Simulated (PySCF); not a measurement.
# C7H9N: the cost of one run

Programs: PySCF 2.14.0, with routines of our own; each step states its level. All values are computed. Atoms count from 0.

## (1) The system as given

17 atoms, charge 1, multiplicity 2; geometry from: GFN2-xTB.

## (2) Open-shell or spin-flip excitations: unrestricted TDDFT CAM-B3LYP/def2-SVP

What the job is given:

```
{"job": {"kind": "uabs", "xc": "CAM-B3LYP", "basis": "def2-SVP", "nstates": 10, "tda": false}, "charge": 1, "multiplicity": 2}
C     -2.654488    -0.330354    -0.000229
C     -1.195055    -0.158000     0.002369
C     -0.450071    -0.292071    -1.191748
C      0.904661    -0.124215    -1.202292
C      1.598016     0.191835     0.000757
N      2.916988     0.353298     0.001015
C      0.848528     0.332004     1.203421
C     -0.505963     0.161739     1.194603
H     -3.026114    -0.658089     0.968684
H     -3.128472     0.636255    -0.206105
H     -2.979749    -1.007661    -0.787651
H     -0.969899    -0.533534    -2.106596
H      1.466556    -0.230414    -2.117686
H      3.453255     0.253614    -0.849485
H      3.413366     0.578455     0.851871
H      1.368613     0.570725     2.118512
H     -1.067169     0.268444     2.110650
```

Method: unrestricted TDDFT CAM-B3LYP/def2-SVP, vertical, gas phase, core orbitals frozen in the response.

The run is started by

```
> OMP_NUM_THREADS=1 python excited_run.py task.json out
```

The driver reads the jobs from task.json and runs them one after another.

Q: Estimate the wall time and peak memory of this first job on 1 thread of Arm Neoverse V1, shared host.

About 65 s, with a peak of 0.68 GiB.
